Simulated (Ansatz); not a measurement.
**BePd: lattice vibrations**

Aim: phonons by finite displacements on a 2×2×2 mesh of wavevectors, at three volumes, and the mode Grüneisen parameters. Runs: cell and atoms relaxed (PAW); reference run (PAW); volume scaled by 0.970 (PAW); volume scaled by 1.030 (PAW); mode Grüneisen parameters (PAW).

Computed with Ansatz 0.2.0 (DFT PBEsol, frozen-core PAW, scalar-relativistic unless said, unless a step's input says otherwise).

1 further run of the same task is left out (it didn't finish).

**1. The starting structure**

Symmetry: Pm-3m, No. 221, cubic system. Conventional cell: a = 2.813 Å, b = 2.813 Å, c = 2.813 Å, α = 90.00°, β = 90.00°, γ = 90.00°. Be (site symmetry m-3m) is surrounded by 8 Pd at 2.44 Å. Pd (site symmetry m-3m) is surrounded by 8 Be at 2.44 Å.

Structure file:

```
CELL_PARAMETERS angstrom
2.81300 0.00000 0.00000
0.00000 2.81300 0.00000
0.00000 0.00000 2.81300
ATOMIC_POSITIONS crystal
Be 0.00000 0.00000 0.00000
Pd 0.50000 0.50000 0.50000
```

Cartesian axes are those of the input's lattice vectors. The structure goes back to a database entry.

**2. Cell and atoms relaxed, PAW**

File input.yaml:

```yaml
crystal:
  lattice:
    - [2.813, 0.0, 0.0]
    - [0.0, 2.813, 0.0]
    - [0.0, 0.0, 2.813]
  atoms:
    - { symbol: Be, position: [0.0, 0.0, 0.0] }
    - { symbol: Pd, position: [0.5, 0.5, 0.5] }
kpoints:
  mp_grid: { grid: [14, 14, 14] }
scf:
  occupations: { method: fermi_dirac, width: 0.08 }
hamiltonian:
  xc: pbesol
  pseudopotentials: { kind: paw }
relax:
  f_tol: 0.002
  max_steps: 80
  cell: {}
output:
  forces: true
  stress: true
```

The run is started by

```bash
$ ansatz run input.yaml --threads 1 --pin off --max-ram 3072MiB --backend cpu --events-out ev --progress --plain --runs-dir out
```

**3. Reference run, PAW**

File input.yaml:

```yaml
crystal:
  lattice:
    - [2.79791931708, 0.0, 0.0]
    - [0.0, 2.79791931708, 0.0]
    - [0.0, 0.0, 2.79791931708]
  atoms:
    - { symbol: Be, position: [0.0, 0.0, 0.0] }
    - { symbol: Pd, position: [0.5, 0.5, 0.5] }
kpoints:
  mp_grid: { grid: [14, 14, 14] }
scf:
  occupations: { method: fermi_dirac, width: 0.08 }
hamiltonian:
  xc: pbesol
  pseudopotentials: { kind: paw }
phonons:
  qmesh: [2, 2, 2]
  qpath:
    path:
      - [0.0, 0.0, 0.0]
      - [0.0, 0.5, 0.0]
      - [0.5, 0.5, 0.0]
      - [0.0, 0.0, 0.0]
      - [0.5, 0.5, 0.5]
      - [0.0, 0.5, 0.0]
      - [0.5, 0.5, 0.5]
      - [0.5, 0.5, 0.0]
    npoints: 6
  temperatures: { t_min: 0, t_max: 1000, t_step: 100 }
```

**4. Volume scaled by 0.970, PAW**

input.yaml: that of step 3 with these lines changed.

```diff
@@ -2,5 +2,5 @@
   lattice:
-    - [2.79791931708, 0.0, 0.0]
-    - [0.0, 2.79791931708, 0.0]
-    - [0.0, 0.0, 2.79791931708]
+    - [2.76965557342, 0.0, 0.0]
+    - [0.0, 2.76965557342, 0.0]
+    - [0.0, 0.0, 2.76965557342]
   atoms:
```

**5. Volume scaled by 1.030, PAW**

input.yaml: that of step 4 with these lines changed.

```diff
@@ -2,5 +2,5 @@
   lattice:
-    - [2.76965557342, 0.0, 0.0]
-    - [0.0, 2.76965557342, 0.0]
-    - [0.0, 0.0, 2.76965557342]
+    - [2.82562329026, 0.0, 0.0]
+    - [0.0, 2.82562329026, 0.0]
+    - [0.0, 0.0, 2.82562329026]
   atoms:
```

(Steps that only read results are left out.)

**Question.** What will these runs give? Wanted: highest mode on the mesh, without the LO shift; optical modes at Γ.

**Answer**, as computed:

| quantity | value |
| --- | --- |
| highest mode on the mesh, without the LO shift (PAW) | 466 cm⁻¹ |
| optical modes at Γ | 380 (T1u) cm⁻¹ |
| mean Grüneisen parameter at 300 K (PAW) | 1.96 |

What this shows: No mode on the mesh is unstable; the highest lies at 466 cm⁻¹ by PAW. Weighted by heat capacity at 300 K the mean Grüneisen parameter of the sampled modes is 1.96, which points to expansion on heating. Each set of modes is computed in the harmonic approximation. Cautions: frozen-core PAW files fitted under PBE, their cores solved anew for the functional of the run; responses of metals move with mesh and smearing.
